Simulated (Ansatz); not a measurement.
**CH₅BBrN: up Jacob's ladder to CCSD(T)**

How much do the methods differ for CH₅BBrN? The plan is to run it at one geometry with functionals of several rungs and with coupled cluster, and see how far each lands from CCSD(T) at the basis-set limit for the atomisation energy.

Method: functionals in def2-TZVPP, the program's frozen cores in correlated methods; program: Ansatz 0.2.0, Gaussian basis.

Levels to be run: PBE-D4, r2SCAN-D4, PBE0-D4, B3LYP-D4, ωB97X-V, ωB97M-V, B2PLYP; CCSD(T)/def2-TZVPP; MP2/def2-QZVPP; extrapolation to the limit.

## Step 1: The geometry

An earlier PBE0-D4 in a triple-zeta def2 set relaxation fixed the geometry.

SMILES `NBCBr`, 9 atoms, charge 0, spin multiplicity 1.

Atoms are counted from 1 here; the program's logs count them from 0.

Bond lengths: N1–B2 1.380 Å, N1–H5 1.009 Å, N1–H6 1.005 Å, B2–C3 1.573 Å, B2–H7 1.200 Å, C3–Br4 1.953 Å, C3–H8 1.091 Å, C3–H9 1.091 Å. Angles: B2–N1–H5 121.6°, B2–N1–H6 123.6°, H5–N1–H6 114.8°, N1–B2–C3 122.7°, N1–B2–H7 119.6°, C3–B2–H7 117.7°, B2–C3–Br4 114.8°, B2–C3–H8 111.5°, B2–C3–H9 111.5°, Br4–C3–H8 105.7°, Br4–C3–H9 105.7°, H8–C3–H9 107.1°.

Geometry (Å):

```
N    -0.3662    1.2819   -0.5155
B     0.4650    0.4538    0.2105
C     0.2103   -1.0915    0.3528
Br   -1.3747   -1.7490   -0.5789
H    -1.1832    0.9274   -0.9902
H    -0.2162    2.2701   -0.6163
H     1.4262    0.9143    0.7624
H     0.0806   -1.3805    1.3971
H     1.0466   -1.6726   -0.0392
```

## Step 2: PBE-D4 (GGA)

in.yaml reads:

```yaml
crystal:
  periodic: [false, false, false]
  atoms:
    - {symbol: N, position_ang: [-0.366174, 1.281866, -0.515452]}
    - {symbol: B, position_ang: [0.465001, 0.453825, 0.210548]}
    - {symbol: C, position_ang: [0.210254, -1.091537, 0.352848]}
    - {symbol: Br, position_ang: [-1.374701, -1.748984, -0.578852]}
    - {symbol: H, position_ang: [-1.183236, 0.927386, -0.990194]}
    - {symbol: H, position_ang: [-0.216161, 2.270124, -0.616275]}
    - {symbol: H, position_ang: [1.426190, 0.914300, 0.762376]}
    - {symbol: H, position_ang: [0.080601, -1.380528, 1.397120]}
    - {symbol: H, position_ang: [1.046627, -1.672553, -0.039220]}
basis:
  gaussian: {orbitals: def2-TZVPP}
hamiltonian: {xc: pbe, dispersion: d4}
output: {forces: true, orbitals: {seedname: orbitals}}
```

Started as:

```sh
$ ansatz run in.yaml --threads 4 --pin off --events-out ev --progress --plain --max-ram 10444MiB
```

The runs that follow: r2SCAN-D4 (meta-GGA); PBE0-D4 (hybrid); B3LYP-D4 (hybrid); ωB97X-V (range-separated); ωB97M-V (range-separated); B2PLYP (double hybrid); CCSD(T) in def2-TZVPP; MP2 in def2-QZVPP.

Q: Predict the results of all the runs planned. Wanted: atomisation energy, CCSD(T)/CBS; farthest; mean size of error, hybrid; mean size of error, range-separated; gap, smallest and largest; T1 diagnostic; triples share of the correlation energy.

**Answer**, as computed:

| quantity | value |
| --- | --- |
| atomisation energy, CCSD(T)/CBS | 3246.4 kJ/mol |
| functionals within 32.5 kJ/mol (1.0 %) | r2SCAN-D4, PBE0-D4, B3LYP-D4, ωB97X-V, ωB97M-V, B2PLYP |
| farthest | PBE-D4 (+80.6 kJ/mol) |
| mean size of error, hybrid | 21.6 kJ/mol |
| mean size of error, range-separated | 13.4 kJ/mol |
| gap, smallest and largest | 5.62 eV (PBE-D4), 12.46 eV (ωB97X-V) |
| T1 diagnostic | 0.0099 |
| triples share of the correlation energy | 3.7 % |

In words: PBE-D4 is off by +80.6 kJ/mol. Double hybrids carry the basis error of their MP2 part in triple zeta, and no dispersion term here, so their miss is partly the set-up's. Misses under about 32.5 kJ/mol are within the doubt on the reference itself, which lacks core-valence correlation, relativity and higher excitations, and its outer-core shells are covered unevenly. All levels share the lack of spin-orbit coupling, which lowers the free heavy atoms and so the true binding. Hartree-Fock recovers 73 % of the binding; the rest is correlation. Orbital gaps span 5.6 to 12.5 eV; exact exchange widens them. Correlated methods include outer-core shells of Br, which these sets cover unevenly.
